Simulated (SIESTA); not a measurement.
Runs of SIESTA 5.4.2 on GaGe. Symmetry: F-43m, No. 216, cubic system. The conventional cell has a = 5.796 Å, b = 5.796 Å, c = 5.796 Å, α = 90.00°, β = 90.00°, γ = 90.00°. Around Ge (site symmetry -43m) lie 4 Ga at 2.51 Å. Ga (site symmetry -43m) is surrounded by 4 Ge at 2.51 Å. The cell comes from a database or a generator and needn't be the stable form of this composition.

| task | level | potentials or basis | cell | k mesh | optimiser | force tolerance | stress tolerance (GPa) | broadening (eV) | window to (eV) | grid cutoff | energy shift | gap on the mesh (eV) | pressure (GPa) | V0 of scaled cells (Å³/atom) | B0 (GPa) |
| --- | --- | --- | --- | --- | --- | --- | --- | --- | --- | --- | --- | --- | --- | --- | --- |
| band structure | PBE | PseudoDojo 0.4 standard (PBE files), DZP (energy shift 0.003 Ry; two zetas on semicore shells) | as given | 8 × 8 × 8 | - | - | - | - | - | 800 Ry | 0.003 Ry | none | 1.0 | - | - |
| equation of state | PBEsol | PseudoDojo 0.4 standard (PBEsol files), DZP (energy shift 0.003 Ry; two zetas on semicore shells) | as given | 8 × 8 × 8 | - | - | - | - | - | 800 Ry | 0.003 Ry | - | - | 23.58 | 58 |
| band structure | LDA | PseudoDojo 0.4 standard (LDA files), DZP (energy shift 0.003 Ry; two zetas on semicore shells) | as given | 8 × 8 × 8 | - | - | - | - | - | 800 Ry | 0.003 Ry | none | -3.6 | - | - |
| single point | PBE | PseudoDojo 0.4 standard (PBE files), DZP (energy shift 0.002 Ry; radii capped at 9.5 bohr) | as given | 8 × 8 × 8 | - | - | - | - | - | 800 Ry | 0.002 Ry | none | (c) | - | - |
| relaxation of cell and atoms | PBEsol | PseudoDojo 0.4 standard (PBEsol files), DZP (energy shift 0.003 Ry; two zetas on semicore shells) | relaxed | 6 × 6 × 6 | Broyden | 0.01 eV/Å | 0.05 | - | - | 1200 Ry | 0.003 Ry | none | 0.0 | - | - |
| equation of state | PBE | PseudoDojo 0.4 standard (PBE files), DZP (energy shift 0.002 Ry; radii capped at 9.5 bohr) | as given | 8 × 8 × 8 | - | - | - | - | - | 800 Ry | 0.002 Ry | - | - | 25.42 | (b) |
| optical spectrum | PBEsol | PseudoDojo 0.4 standard (PBEsol files), DZP (energy shift 0.003 Ry; two zetas on semicore shells) | as given | 8 × 8 × 8 | - | - | - | 0.3 eV | 40 eV | 800 Ry | 0.003 Ry | none | (a) | - | - |

Alike in all rows: no spin polarisation; smearing fermi-dirac 0.05 eV.

Q: Fill in the values left out.

A: (a) -1.7; (b) 42; (c) 2.0.

Caveats: the basis of atomic orbitals isn't converged, which shifts pressures, moduli and gaps; semicore shells carry a single zeta, which can move pressures by several GPa and volumes by a few percent (some runs); the basis holds too few empty states to meet the f-sum rule, so the spectrum is short of weight at high energy (some runs).

A k mesh can miss the band edges, and the runs leave out spin-orbit coupling on Ga, Ge.

A gap of «none» marks a metal or a gap under the smearing width.

Not every run made on this cell is shown here.
